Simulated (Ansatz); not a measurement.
# Si2W: the cost of one run

Computed with Ansatz 0.2.0 (DFT PBEsol, scalar-relativistic, plane waves, PAW, unless a step's input says otherwise).

## (1) The system as given

It takes space group P6_222 (No. 180, hexagonal). Conventional cell: a = 4.576 Å, b = 4.576 Å, c = 6.603 Å, α = 90.00°, β = 90.00°, γ = 120.00°. Si (site symmetry 2) is surrounded by 5 Si at 2.56 to 2.66 Å and 5 W at 2.57 to 2.66 Å. Around W (site symmetry 222) lie 10 Si at 2.57 to 2.66 Å.

As a file:

```cif
data_structure
_symmetry_space_group_name_H-M 'P6_222'
_symmetry_Int_Tables_number 180
_cell_length_a 4.5761
_cell_length_b 4.5761
_cell_length_c 6.6033
_cell_angle_alpha 90.000
_cell_angle_beta 90.000
_cell_angle_gamma 120.000
_cell_volume 119.75
loop_
_atom_site_label
_atom_site_type_symbol
_atom_site_symmetry_multiplicity
_atom_site_Wyckoff_symbol
_atom_site_fract_x
_atom_site_fract_y
_atom_site_fract_z
_atom_site_occupancy
Si1 Si 6 j 0.83618 0.67236 0.50000 1
W1 W 3 d 0.00000 0.50000 0.16667 1
```

It goes back to an entry of the Materials Project, which need not be the stable form.

It is the result of an earlier relaxation at this level (volume 13.31 Å³/atom; gap on the mesh: none (metal)).

## (2) The reference cell

The reference gives a free energy of -34502.0872 eV, pressure -0.01 GPa, largest force 0.004 eV/Å and gap on the mesh none (metal). It was computed beforehand with the settings of the runs below.

## (3) Zone-centre phonons by finite displacements

input.yaml

```yaml
crystal:
  lattice:
    - [4.5760866017, 0.0, 0.0]
    - [-2.2880433009, 3.963007247, 0.0]
    - [0.0, 0.0, 6.6033074698]
  atoms:
    - { symbol: Si, position: [0.8361793875, 0.6723587749, 0.5] }
    - { symbol: Si, position: [0.1638206125, 0.8361793875, 0.8333333333] }
    - { symbol: Si, position: [0.6723587749, 0.8361793875, 0.1666666667] }
    - { symbol: Si, position: [0.1638206125, 0.3276412251, 0.5] }
    - { symbol: Si, position: [0.8361793875, 0.1638206125, 0.8333333333] }
    - { symbol: Si, position: [0.3276412251, 0.1638206125, 0.1666666667] }
    - { symbol: W, position: [0.0, 0.5, 0.1666666667] }
    - { symbol: W, position: [0.5, 0.5, 0.8333333333] }
    - { symbol: W, position: [0.5, 0.0, 0.5] }
basis:
  ecutwfc: 420
kpoints:
  mp_grid: { grid: [12, 12, 6] }
hamiltonian:
  xc: pbesol
scf:
  occupations: { method: gaussian, width: 0.15 }
output:
  eigenvalues: true
phonons:
  method: fd
  supercell: [1, 1, 1]
  amplitude: 0.02
  eigenvectors: true
  dielectric: false
```

Command:

```bash
$ ansatz run input.yaml --threads 2 --pin off --max-ram 5120MiB --backend cpu --events-out ev --progress --plain --runs-dir out
```

What time and memory should one allow on 2 threads of AMD EPYC 9R45 (Zen 5), shared host?

About 1.9 min, with a peak of 1.7 GiB.
